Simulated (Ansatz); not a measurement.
**ZrSeBr: a closer look at a trial structure**

Computed with Ansatz 0.2.0 (DFT PBE, scalar-relativistic, plane waves, PAW, unless a step's input says otherwise).

## Step 1: The starting structure

Symmetry: P-6m2, No. 187, hexagonal system. Conventional cell: a = 4.907 Å, b = 4.907 Å, c = 3.183 Å, α = 90.00°, β = 90.00°, γ = 120.00°. Around Zr (site symmetry -6m2) lie 2 Zr at 3.18 Å and 6 Se at 3.25 Å and 6 Br at 3.25 Å. Se (site symmetry -6m2) has 3 Br at 2.83 Å and 2 Se at 3.18 Å and 6 Zr at 3.25 Å as nearest neighbours. Br (site symmetry -6m2) has 3 Se at 2.83 Å and 2 Br at 3.18 Å and 6 Zr at 3.25 Å as nearest neighbours.

As a file:

```cif
data_structure
_symmetry_space_group_name_H-M 'P 1'
_symmetry_Int_Tables_number 1
_cell_length_a 4.9067
_cell_length_b 4.9067
_cell_length_c 3.1832
_cell_angle_alpha 90.000
_cell_angle_beta 90.000
_cell_angle_gamma 120.000
_cell_volume 66.37
loop_
_atom_site_label
_atom_site_type_symbol
_atom_site_fract_x
_atom_site_fract_y
_atom_site_fract_z
_atom_site_occupancy
Zr1 Zr 0.00000 0.00000 0.50000 1
Se1 Se 0.33333 0.66667 0.00000 1
Br1 Br 0.66667 0.33333 0.00000 1
```

The cell was relaxed beforehand at this level, starting from a generated guess, and another structure or a mixture of phases may lie lower. At a tolerance of 0.05 Å it has space group P-6m2 (No. 187); it has 22.12 Å³/atom, an uncorrected energy of -0.05 eV/atom over the elements.

## Step 2: Bands, states and charges

input.yaml reads:

```yaml
crystal:
  lattice:
    - [4.9067041988, 0.0, 0.0]
    - [-2.4533520994, 4.249330485, 0.0]
    - [0.0, 0.0, 3.1832273149]
  atoms:
    - { symbol: Zr, position: [0.0, 0.0, 0.5] }
    - { symbol: Se, position: [0.3333333333, 0.6666666667, 0.0] }
    - { symbol: Br, position: [0.6666666667, 0.3333333333, 0.0] }
basis:
  ecutwfc: 420
kpoints:
  mp_grid: { grid: [12, 12, 16] }
  band_path:
    path:
      - [[0.0, 0.0, 0.0], [0.5, 0.0, 0.0], [0.33333333, 0.33333333, 0.0], [0.0, 0.0, 0.0], [0.0, 0.0, 0.5], [0.5, 0.0, 0.5], [0.33333333, 0.33333333, 0.5], [0.0, 0.0, 0.5]]
      - [[0.5, 0.0, 0.5], [0.5, 0.0, 0.0]]
      - [[0.33333333, 0.33333333, 0.5], [0.33333333, 0.33333333, 0.0]]
    npoints: 14
hamiltonian:
  xc: pbe
scf:
  occupations: { method: gaussian, width: 0.1 }
  n_extra_bands: 7
output:
  forces: true
  stress: true
  eigenvalues: true
  populations: true
  dos: { projected: true, de: 0.02, nscf_kmesh: { grid: [15, 15, 20] } }
  bader: true
  write_density: true
  write_potential: true
  elf: true
  volumetric_format: npy
```

On the command line:

```sh
ansatz run input.yaml --threads 1 --pin off --max-ram 2048MiB --backend cpu --events-out ev --progress --plain --runs-dir out
```

Q: Estimate wall time and peak memory on 1 thread of Arm Neoverse V1, shared host.

About 99 s, with a peak of 0.59 GiB.
